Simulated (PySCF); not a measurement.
# SmH₁₂O₆ (+3): ligand-field states

Aim: compute the ligand-field states of SmH₁₂O₆ (+3).

Computed with PySCF 2.14.0 and routines of our own; the level stands in each step. Atoms count from 0.

### Step 1. The system as given

19 atoms, charge 3, states of the metal's open shell are computed; geometry from: model geometry, bond lengths from ionic radii.

### Step 2. Ligand-field states: state-averaged CASSCF

The job: settings as JSON, then the geometry in Å.

```
{"job": {"kind": "lf", "basis": {"metal": "x2c-TZVPall", "ligand": "x2c-SVPall"}, "nevpt": false, "roots": {"6": 21, "4": 128, "2": 130}}, "charge": 3, "metal": "Sm", "open_shell": "f5"}
Sm     0.000000     0.000000     0.000000
O      0.000000     0.000000     2.358000
H      0.775000     0.000000     2.933000
H     -0.775000     0.000000     2.933000
O      0.000000     0.000000    -2.358000
H      0.775000     0.000000    -2.933000
H     -0.775000     0.000000    -2.933000
O      2.358000     0.000000     0.000000
H      2.933000     0.775000     0.000000
H      2.933000    -0.775000     0.000000
O     -2.358000     0.000000     0.000000
H     -2.933000     0.775000     0.000000
H     -2.933000    -0.775000     0.000000
O      0.000000     2.358000     0.000000
H      0.000000     2.933000     0.775000
H      0.000000     2.933000    -0.775000
O     -0.000000    -2.358000     0.000000
H     -0.000000    -2.933000     0.775000
H     -0.000000    -2.933000    -0.775000
```

Method: state-averaged CASSCF of the metal f shell, state-interaction spin-orbit coupling.

Command:

```sh
OMP_NUM_THREADS=1 python lf_run.py task.json out
```

This one command runs all jobs of the session in turn.

The program printed:

```text
basis functions 248, electrons 119, active (5e, 7o)
stage 1: DIIS on the effective Fock matrix, level shift 0.30
cycle   1  E = -10876.8031471584  dE = -1.088e+04  max|g| = 2.441e+00
cycle   2  E = -10878.1396077942  dE = -1.336e+00  max|g| = 1.178e+00
cycle   3  E = -10878.3531117652  dE = -2.135e-01  max|g| = 6.478e-01
cycle   4  E = -10878.4735870155  dE = -1.205e-01  max|g| = 1.030e-01
cycle   5  E = -10878.4888983114  dE = -1.531e-02  max|g| = 2.516e-02
cycle   6  E = -10878.4871096353  dE =  1.789e-03  max|g| = 4.081e-02
cycle   7  E = -10878.4874157926  dE = -3.062e-04  max|g| = 4.571e-02
cycle   8  E = -10878.4865135272  dE =  9.023e-04  max|g| = 5.541e-02
cycle   9  E = -10878.4847621221  dE =  1.751e-03  max|g| = 6.509e-02
cycle  10  E = -10878.4786100586  dE =  6.152e-03  max|g| = 9.804e-02
cycle  11  E = -10878.4632358308  dE =  1.537e-02  max|g| = 1.494e-01
cycle  12  E = -10878.4234483229  dE =  3.979e-02  max|g| = 2.085e-01
cycle  13  E = -10878.2864899245  dE =  1.370e-01  max|g| = 3.922e-01
cycle  14  E = -10877.8680795036  dE =  4.184e-01  max|g| = 1.082e+00
cycle  15  E = -10876.9443420237  dE =  9.237e-01  max|g| = 1.898e+00
stage 2: quasi-Newton rotations from the point of smallest gradient
cycle  17  E = -10878.4907821058  dE = -1.884e-03  max|g| = 5.168e-03
cycle  18  E = -10878.4908795426  dE = -9.744e-05  max|g| = 1.379e-03
cycle  19  E = -10878.4908872147  dE = -7.672e-06  max|g| = 6.186e-04
cycle  20  E = -10878.4908881050  dE = -8.903e-07  max|g| = 1.508e-04
cycle  21  E = -10878.4908881446  dE = -3.953e-08  max|g| = 1.158e-04
cycle  22  E = -10878.4908881517  dE = -7.094e-09  max|g| = 2.837e-05
cycle  23  E = -10878.4908881520  dE = -3.838e-10  max|g| = 1.587e-06
converged average energy = -10878.4908881520

 mult deg   label        CASSCF/cm-1   NEVPT2/cm-1
   6   3   6Tu                 0.0
   6   2   6Eu               192.8
   6   3   6Tu               326.1
   6   3   6Tu               681.4
   6   3   6Tu              6846.7
   6   1   6Au              6887.1
   6   3   6Tu              6996.2
   4   1   4Au             21835.8
   4   3   4Tu             21844.6
   4   3   4Tu             21872.8
   4   1   4Au             22027.8
   4   3   4Tu             22191.4
   4   3   4Tu             22223.7
   4   3   4Tu             22291.1
   4   2   4Eu             22294.9
   4   1   4Au             22295.4
   4   1   4Au             22440.9
   4   3   4Tu             22468.3
   4   3   4Tu             22474.7
   4   2   4Eu             22474.7
   4   1   4Au             22527.8
   4   3   4Tu             22545.8
   4   3   4Tu             22897.0
   4   3   4Tu             22931.7
   4   5   4G              23361.5
   4   1   4Au             23374.3
   4   3   4Tu             23509.2
   4   3   4Tu             26220.8
   4   3   4Tu             26384.7
   4   2   4Eu             26406.8
   4   3   4Tu             26484.7
   4   3   4Tu             26543.2
   4   1   4Au             26585.5
   4   1   4Au             27583.5
   4   3   4Tu             27604.5
   4   2   4Eu             27619.1
   4   3   4Tu             27712.8
   4   3   4Tu             27762.4
   4   2   4Eu             27805.0
   4   3   4Tu             27811.0
   4   3   4Tu             29248.7
   4   2   4Eu             29493.5
   4   3   4Tu             30492.0
   4   2   4Eu             30726.6
   4   3   4Tu             30734.7
   4   3   4Tu             30830.5
   6   3   6Tu             31003.4
   2   3   2Tu             32876.0
   2   2   2Eu             32877.1
   2   3   2Tu             32938.0
   2   3   2Tu             33008.1
   4   3   4Tu             33286.1
   2   1   2Au             33352.1
   2   3   2Tu             33396.2
   2   2   2Eu             33410.8
   4   2   4Eu             33503.1
   4   1   4Au             33654.5
   4   3   4Tu             33809.5
   4   3   4Tu             33937.7
   2   3   2Tu             34259.6

spin-orbit levels / cm-1
      0.00  x2  6Tu 0.49 6Eu 0.29 6Tu 0.14
    152.22  x4  6Tu 0.29 6Tu 0.29 6Tu 0.22
   1038.77  x2  6Tu 0.47 6Tu 0.35 6Eu 0.12
   1205.55  x2  6Tu 0.56 6Tu 0.18 6Tu 0.15
   1226.26  x4  6Tu 0.39 6Eu 0.25 6Tu 0.24
   2294.45  x2  6Tu 0.47 6Tu 0.35 6Eu 0.15
   2403.80  x4  6Tu 0.36 6Tu 0.32 6Eu 0.19
   2476.61  x4  6Tu 0.32 6Tu 0.32 6Eu 0.18
   3746.81  x4  6Tu 0.44 6Tu 0.30 6Tu 0.18
   3769.25  x2  6Tu 0.43 6Tu 0.28 6Tu 0.14
   3808.58  x4  6Eu 0.34 6Tu 0.29 6Tu 0.21
   3856.93  x2  6Tu 0.33 6Tu 0.31 6Tu 0.22
   5207.36  x2  6Eu 0.46 6Tu 0.22 6Tu 0.19
   5210.84  x4  6Tu 0.44 6Tu 0.29 6Tu 0.20
   5240.21  x2  6Tu 0.35 6Tu 0.28 6Tu 0.28
   5337.92  x2  6Tu 0.38 6Eu 0.28 6Tu 0.16
   5349.96  x4  6Tu 0.37 6Tu 0.32 6Eu 0.17
   6607.26  x4  6Tu 0.54 6Eu 0.24 6Tu 0.18
   6703.35  x4  6Tu 0.43 6Eu 0.27 6Tu 0.25
   6934.63  x2  6Tu 0.59 6Eu 0.25 6Tu 0.10
```

Run time: 77 s. Hardware: 1 thread of Intel Xeon Platinum 8259CL at 2.50GHz, shared host; peak memory 0.74 GiB.

From this job:

| quantity | value |
| --- | --- |
| spin-orbit constant ζ | 1209 cm⁻¹ |

Powder susceptibility:

| T (K) | χT (cm³ K/mol) | μ(eff) |
| --- | --- | --- |
| 2 | 0.003 | 0.14 |
| 5 | 0.006 | 0.22 |
| 10 | 0.012 | 0.31 |
| 20 | 0.023 | 0.43 |
| 30 | 0.035 | 0.53 |
| 50 | 0.059 | 0.69 |
| 75 | 0.092 | 0.86 |
| 100 | 0.122 | 0.99 |
| 150 | 0.176 | 1.19 |
| 200 | 0.223 | 1.33 |
| 250 | 0.267 | 1.46 |
| 300 | 0.312 | 1.58 |

### Step 3. Ligand-field states: state-averaged CASSCF (basis x2c-TZVPPall on the metal, x2c-SVPall on the rest)

The job, as its differences from that of step 2:

```diff
@@ -1,2 +1,2 @@
-{"job": {"kind": "lf", "basis": {"metal": "x2c-TZVPall", "ligand": "x2c-SVPall"}, "nevpt": false, "roots": {"6": 21, "4": 128, "2": 130}}, "charge": 3, "metal": "Sm", "open_shell": "f5"}
+{"job": {"kind": "lf", "basis": {"metal": "x2c-TZVPPall", "ligand": "x2c-SVPall"}, "nevpt": false, "roots": {"6": 21, "4": 128, "2": 130}}, "charge": 3, "metal": "Sm", "open_shell": "f5"}
 Sm     0.000000     0.000000     0.000000
```

Method: state-averaged CASSCF of the metal f shell, state-interaction spin-orbit coupling.

The program printed:

```text
basis functions 257, electrons 119, active (5e, 7o)
stage 1: DIIS on the effective Fock matrix, level shift 0.30
cycle   1  E = -10876.8031880794  dE = -1.088e+04  max|g| = 2.451e+00
cycle   2  E = -10878.1396329681  dE = -1.336e+00  max|g| = 1.182e+00
cycle   3  E = -10878.3533209805  dE = -2.137e-01  max|g| = 6.734e-01
cycle   4  E = -10878.4736039050  dE = -1.203e-01  max|g| = 1.199e-01
cycle   5  E = -10878.4889131001  dE = -1.531e-02  max|g| = 2.302e-02
cycle   6  E = -10878.4871206856  dE =  1.792e-03  max|g| = 3.653e-02
cycle   7  E = -10878.4874245359  dE = -3.039e-04  max|g| = 3.454e-02
cycle   8  E = -10878.4865374297  dE =  8.871e-04  max|g| = 4.681e-02
cycle   9  E = -10878.4848170126  dE =  1.720e-03  max|g| = 5.259e-02
cycle  10  E = -10878.4787924657  dE =  6.025e-03  max|g| = 8.261e-02
cycle  11  E = -10878.4637877116  dE =  1.500e-02  max|g| = 1.514e-01
cycle  12  E = -10878.4250545794  dE =  3.873e-02  max|g| = 2.184e-01
cycle  13  E = -10878.2924291293  dE =  1.326e-01  max|g| = 3.526e-01
cycle  14  E = -10877.8872142580  dE =  4.052e-01  max|g| = 1.053e+00
cycle  15  E = -10876.9806190074  dE =  9.066e-01  max|g| = 1.858e+00
stage 2: quasi-Newton rotations from the point of smallest gradient
cycle  17  E = -10878.4907943636  dE = -1.881e-03  max|g| = 4.753e-03
cycle  18  E = -10878.4908918623  dE = -9.750e-05  max|g| = 1.430e-03
cycle  19  E = -10878.4908995705  dE = -7.708e-06  max|g| = 5.724e-04
cycle  20  E = -10878.4909004624  dE = -8.919e-07  max|g| = 1.526e-04
cycle  21  E = -10878.4909005022  dE = -3.984e-08  max|g| = 1.165e-04
cycle  22  E = -10878.4909005094  dE = -7.203e-09  max|g| = 2.810e-05
cycle  23  E = -10878.4909005098  dE = -3.820e-10  max|g| = 1.595e-06
converged average energy = -10878.4909005098

 mult deg   label        CASSCF/cm-1   NEVPT2/cm-1
   6   3   6Tu                 0.0
   6   2   6Eu               192.1
   6   3   6Tu               325.7
   6   3   6Tu               680.1
   6   3   6Tu              6846.3
   6   1   6Au              6886.3
   6   3   6Tu              6995.2
   4   1   4Au             21835.6
   4   3   4Tu             21844.6
   4   3   4Tu             21872.9
   4   1   4Au             22028.0
   4   3   4Tu             22191.2
   4   3   4Tu             22223.4
   4   3   4Tu             22290.8
   4   3   4M              22294.9
   4   1   4Au             22440.6
   4   3   4Tu             22468.0
   4   3   4Tu             22473.7
   4   2   4Eu             22473.8
   4   1   4Au             22526.8
   4   3   4Tu             22544.9
   4   3   4Tu             22895.9
   4   3   4Tu             22930.3
   4   3   4Tu             23360.8
   4   2   4Eu             23360.9
   4   1   4Au             23373.3
   4   3   4Tu             23508.4
   4   3   4Tu             26220.8
   4   3   4Tu             26384.1
   4   2   4Eu             26406.2
   4   3   4Tu             26483.7
   4   3   4Tu             26541.9
   4   1   4Au             26584.0
   4   1   4Au             27583.0
   4   3   4Tu             27604.0
   4   2   4Eu             27618.6
   4   3   4Tu             27712.2
   4   3   4Tu             27761.5
   4   2   4Eu             27804.1
   4   3   4Tu             27810.0
   4   3   4Tu             29248.0
   4   2   4Eu             29492.7
   4   3   4Tu             30491.6
   4   2   4Eu             30726.1
   4   3   4Tu             30734.1
   4   3   4Tu             30829.1
   6   3   6Tu             31002.6
   2   3   2Tu             32875.7
   2   2   2Eu             32876.8
   2   3   2Tu             32938.0
   2   3   2Tu             33007.6
   4   3   4Tu             33285.6
   2   1   2Au             33351.6
   2   3   2Tu             33395.4
   2   2   2Eu             33409.9
   4   2   4Eu             33503.1
   4   1   4Au             33653.0
   4   3   4Tu             33808.9
   4   3   4Tu             33936.5
   2   3   2Tu             34258.9

spin-orbit levels / cm-1
      0.00  x2  6Tu 0.49 6Eu 0.29 6Tu 0.14
    152.20  x4  6Tu 0.29 6Tu 0.29 6Tu 0.22
   1039.20  x2  6Tu 0.47 6Tu 0.36 6Eu 0.12
   1205.47  x2  6Tu 0.56 6Tu 0.18 6Tu 0.15
   1225.91  x4  6Tu 0.39 6Eu 0.25 6Tu 0.24
   2294.66  x2  6Tu 0.47 6Tu 0.35 6Eu 0.15
   2403.82  x4  6Tu 0.36 6Tu 0.32 6Eu 0.19
   2476.24  x4  6Tu 0.32 6Tu 0.32 6Eu 0.18
   3746.91  x4  6Tu 0.44 6Tu 0.30 6Tu 0.18
   3769.41  x2  6Tu 0.43 6Tu 0.28 6Tu 0.14
   3808.39  x4  6Eu 0.34 6Tu 0.29 6Tu 0.21
   3856.38  x2  6Tu 0.33 6Tu 0.31 6Tu 0.22
   5207.41  x2  6Eu 0.46 6Tu 0.22 6Tu 0.19
   5210.88  x4  6Tu 0.44 6Tu 0.29 6Tu 0.20
   5240.14  x2  6Tu 0.35 6Tu 0.28 6Tu 0.28
   5337.59  x2  6Tu 0.38 6Eu 0.28 6Tu 0.16
   5349.76  x4  6Tu 0.37 6Tu 0.32 6Eu 0.17
   6607.44  x4  6Tu 0.54 6Eu 0.24 6Tu 0.18
   6703.40  x4  6Tu 0.43 6Eu 0.27 6Tu 0.25
   6934.12  x2  6Tu 0.59 6Eu 0.25 6Tu 0.10
```

Wall time 81 s (1 thread of Intel Xeon Platinum 8259CL at 2.50GHz, shared host); peak memory 0.81 GiB.

From this job:

| quantity | value |
| --- | --- |
| spin-orbit constant ζ | 1209 cm⁻¹ |

Powder susceptibility:

| T (K) | χT (cm³ K/mol) | μ(eff) |
| --- | --- | --- |
| 2 | 0.003 | 0.14 |
| 20 | 0.023 | 0.43 |
| 100 | 0.122 | 0.99 |
| 300 | 0.312 | 1.58 |

### Step 4. The runs side by side

From the CASSCF states (cm⁻¹; the spread is that of the fitted one-electron ligand-field levels):

| step | setting | ground state | next state | orbital spread | ζ | μ(eff), 300 K |
| --- | --- | --- | --- | --- | --- | --- |
| 2 | as given | 6Tu | 6Eu at 193 | 964 | 1209 | 1.58 |
| 3 | basis x2c-TZVPPall on the metal, x2c-SVPall on the rest | 6Tu | 6Eu at 192 | 964 | 1209 | 1.58 |

### Step 5. What came out

```
                                                         quantity       value
            spin-orbit constant ζ (step 2, state-averaged CASSCF)   1209 cm⁻¹
ground multiplicity, μ(eff) at 300 K (step 2, 6 donors at 2.36 Å)  6, 1.58 μB
ground multiplicity, μ(eff) at 300 K (step 3, 6 donors at 2.36 Å)  6, 1.58 μB
```

What this shows: In step 2, χT goes from 0.00 at 2 K to 0.31 cm³ K/mol at 300 K, as higher levels fill or mix in.
